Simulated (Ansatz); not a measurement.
# Nb: stress in a strained cell

Aim: deform Nb (equal xx and yy strain of -2 %) and compute stress, forces and field gradients with LAPW, PAW and all-electron datasets made for the crystal.

Computed with Ansatz 0.2.0 (DFT PBEsol, scalar-relativistic, unless a step's input says otherwise).

## Step 1: Starting point

Symmetry: Fm-3m, No. 225, cubic system. The conventional cell has a = 4.230 Å, b = 4.230 Å, c = 4.230 Å, α = 90.00°, β = 90.00°, γ = 90.00°. Nb (site symmetry m-3m) has 12 Nb at 2.99 Å as nearest neighbours.

As a file:

```xyz
1
Lattice="0.0000 2.1150 2.1150 2.1150 0.0000 2.1150 2.1150 2.1150 0.0000" Properties=species:S:1:pos:R:3 pbc="T T T"
Nb    0.0000    0.0000    0.0000
```

## Step 2: The deformed structure

Space group Fm-3m before, I4/mmm after.

## Step 3: Full-potential LAPW

Contents of input.yaml:

```yaml
crystal:
  lattice:
    - [0.0, 2.0727, 2.115]
    - [2.0727, 0.0, 2.115]
    - [2.0727, 2.0727, 0.0]
  atoms:
    - { symbol: Nb, position: [0.0, 0.0, 0.0] }
kpoints:
  mp_grid: { grid: [13, 13, 13] }
  band_path:
    path:
      - [0.0, 0.0, 0.0]
      - [0.0, 0.5, 0.5]
      - [0.25, 0.75, 0.5]
      - [0.0, 0.5, 0.0]
      - [0.0, 0.0, 0.0]
      - [0.5, 0.5, 0.0]
      - [0.37005, 0.62995, 0.0]
      - [-0.37005, 0.37005, 0.0]
      - [0.0, 0.0, 0.0]
    npoints: 5
scf:
  occupations: { method: fermi_dirac, width: 0.08 }
hamiltonian:
  xc: pbesol
  pseudopotentials: { kind: all_electron, lapw: { basis_error: 0.00025 } }
output:
  forces: true
  stress: true
  eigenvalues: true
```

On the command line:

```sh
$ ansatz run input.yaml --threads 1 --pin off --max-ram 3072MiB --backend cpu --events-out ev --progress --plain --runs-dir out
```

## Step 4: Frozen-core PAW

Contents of input.yaml:

```yaml
crystal:
  lattice:
    - [0.0, 2.0727, 2.115]
    - [2.0727, 0.0, 2.115]
    - [2.0727, 2.0727, 0.0]
  atoms:
    - { symbol: Nb, position: [0.0, 0.0, 0.0] }
kpoints:
  mp_grid: { grid: [13, 13, 13] }
scf:
  occupations: { method: fermi_dirac, width: 0.08 }
hamiltonian:
  xc: pbesol
  pseudopotentials: { kind: paw }
output:
  forces: true
  stress: true
  eigenvalues: true
  efg: { contact_densities: true }
```

## Step 5: Datasets made for this crystal

input.yaml, as its differences from that of step 4:

```diff
@@ -13,3 +13,3 @@
   xc: pbesol
-  pseudopotentials: { kind: paw }
+  pseudopotentials: { kind: all_electron, datasets: crystal }
 output:
```

(Steps that only read results are left out.)

What does the calculation give? Wanted: pressure; largest shear or deviatoric stress.

As calculated:

```
                                 quantity                                              value
                                 pressure  LAPW -0.17, PAW -0.16, crystal datasets -0.17 GPa
largest shear or deviatoric stress (LAPW)                                           3.82 GPa
```

What this shows: The largest part of the stress beyond the pressure is 3.82 GPa in size, in the zz component. No run of the undeformed cell stands beside it, so the pressure holds what the given cell had before the change. PAW: stress within 0.02 GPa of LAPW. Crystal datasets: stress within 0.01 GPa of LAPW.
